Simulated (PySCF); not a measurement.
# GdF3(H2O): other functionals and bases at one geometry

How far do other levels of theory move the description of GdF3(H2O), and what does each cost? The structure is generated, not taken from experiment.

Method: several levels, as the steps say, no spin–orbit coupling; program: PySCF 2.14.0.

1 further run of the same task is left out (for a known fault of the program).

**1. The system as given**

7 atoms, charge 0, spin multiplicity 1.

Bond lengths: Gd1–F2 2.051 Å, Gd1–F3 2.047 Å, Gd1–F4 2.051 Å, Gd1–O5 2.444 Å, O5–H6 0.965 Å, O5–H7 0.965 Å. Angles: F2–Gd1–F3 116.0°, F2–Gd1–F4 118.6°, F2–Gd1–O5 99.4°, F3–Gd1–F4 116.0°, F3–Gd1–O5 102.2°, F4–Gd1–O5 99.4°, Gd1–O5–H6 126.6°, Gd1–O5–H7 126.6°, H6–O5–H7 106.8°.

Coordinates:

```
atom    x (Å)    y (Å)    z (Å)
 Gd1   0.0842  -0.0892   0.0892
  F2   1.0904   1.3635   1.1310
  F3  -1.3122  -1.1477   1.1477
  F4   1.0904  -1.1310  -1.3635
  O5  -1.3119   1.3294  -1.3294
  H6  -1.6444   2.2096  -1.1135
  H7  -1.6444   1.1135  -2.2096
```

Formal oxidation states: Gd +3. Each metal's 7 4f electrons lie in its core potential, so multiplicities, spins and levels count the valence alone. An earlier session relaxed this geometry at PBE0, Gd lcecp-1-SVP with ECP53, F def2-SVP, O def2-SVP, H def2-SVP (singlet, point group Cs).

At PBE0 on the finer grid: E = -411.480277 Eh, HOMO -9.39 eV, LUMO -1.15 eV, Mulliken charge on Gd1 +1.22 e, largest force component 0.016 eV/Å. 

Levels to run: revPBE; TPSS. Hardware: 2 threads of Intel Xeon at 2.50GHz (Skylake/Cascade Lake), shared host.

**2. revPBE**

Contents of run.py (the lines that set the calculation):

```python
mol = gto.M(atom='''
Gd     0.08415    -0.08922     0.08922
F      1.09042     1.36353     1.13101
F     -1.31224    -1.14774     1.14774
F      1.09042    -1.13101    -1.36353
O     -1.31193     1.32938    -1.32938
H     -1.64439     2.20965    -1.11346
H     -1.64439     1.11346    -2.20965''',
    basis={'Gd': 'lcecp-1-SVP', 'F': 'def2-SVP', 'O': 'def2-SVP', 'H': 'def2-SVP'},
    ecp={'Gd': 'lcecp-1-SVP'},
    charge=0, spin=0)
mf = dft.RKS(mol, xc='PBE_R,PBE')
mf.grids.atom_grid = (75, 302)  # f atoms: unpruned, at least (60, 302)
mf = mf.density_fit()  # fitting sets: Gd AutoAux, F def2-universal-JKFIT, O def2-universal-JKFIT, H def2-universal-JKFIT
mf.conv_tol = 1e-08; mf.max_cycle = 55
mf.kernel(dm0)  # dm0: the density of the relaxed state
```

Command:

```console
OMP_NUM_THREADS=2 python run.py
```

**3. TPSS**

Changes to run.py (the lines that set the calculation) since step 2:

```diff
@@ -11,3 +11,3 @@
     charge=0, spin=0)
-mf = dft.RKS(mol, xc='PBE_R,PBE')
+mf = dft.RKS(mol, xc='TPSS')
 mf.grids.atom_grid = (75, 302)  # f atoms: unpruned, at least (60, 302)
```

Q: Predict the outcome of this session. Wanted: for each run, HOMO; gap; charge on Gd1; dipole; largest force.

As calculated:

| level | state | HOMO (eV) | gap (eV) | charge on Gd1 (e) | dipole (D) | largest force (eV/Å) | basis functions | time |
| --- | --- | --- | --- | --- | --- | --- | --- | --- |
| PBE0 (relaxed here) | singlet | -9.39 | 8.24 | 1.22 | 6.73 | 0.02 | 99 | 31 s |
| revPBE | singlet | -7.37 | 5.49 | 1.00 | 6.53 | 0.46 | 99 | 32 s |
| TPSS | singlet | -7.53 | 5.82 | 1.08 | 6.59 | 0.43 | 99 | 41 s |

Times are on 2 threads of Intel Xeon at 2.50GHz (Skylake/Cascade Lake), shared host; the first row also made further properties.

In one basis the HOMO–LUMO gap runs from 5.49 eV (revPBE) to 8.24 eV (PBE0). The largest leftover force, 0.46 eV/Å with revPBE, stands at a geometry relaxed at another level. The Mulliken charge on Gd spans +1.00 to +1.22 e over the levels. With 4f in the core, its levels are missing from HOMO and gap. Total energies of different levels can't be compared. Spin–orbit coupling is left out throughout.
